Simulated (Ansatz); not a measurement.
# Al: the cost of one run

Method: DFT PBE, scalar-relativistic, plane waves, PAW, in Ansatz 0.2.0.

**1. The starting structure**

The structure is cubic, space group Fm-3m (No. 225). The conventional cell has a = 4.050 Å, b = 4.050 Å, c = 4.050 Å, α = 90.00°, β = 90.00°, γ = 90.00°. Al (site symmetry m-3m) is surrounded by 12 Al at 2.86 Å.

Coordinates:

```
CELL_PARAMETERS angstrom
0.00000 2.02500 2.02500
2.02500 0.00000 2.02500
2.02500 2.02500 0.00000
ATOMIC_POSITIONS crystal
Al 0.00000 0.00000 0.00000
```

**2. Relaxing cell and atoms: Al, no spin**

Input file input.yaml:

```yaml
crystal:
  lattice:
    - [0.0, 2.025, 2.025]
    - [2.025, 0.0, 2.025]
    - [2.025, 2.025, 0.0]
  atoms:
    - { symbol: Al, position: [0.0, 0.0, 0.0] }
scf:
  occupations: { method: gaussian, width: 0.1 }
output:
  forces: true
  stress: true
  eigenvalues: true
hamiltonian:
  xc: pbe
kpoints:
  mp_grid: { grid: [48, 48, 48] }
relax:
  f_tol: 0.005
  max_steps: 40
  cell: { stress_tol: 0.02 }
```

Run with:

```
$ ansatz run input.yaml --threads 4 --pin off --max-ram 12288MiB --backend cpu --events-out ev --progress --plain --runs-dir out
```

**Question.** How long does this run take on 4 threads of Arm Neoverse N1, shared host, and how much memory does it need?

About 31 s, with a peak of 0.76 GiB.
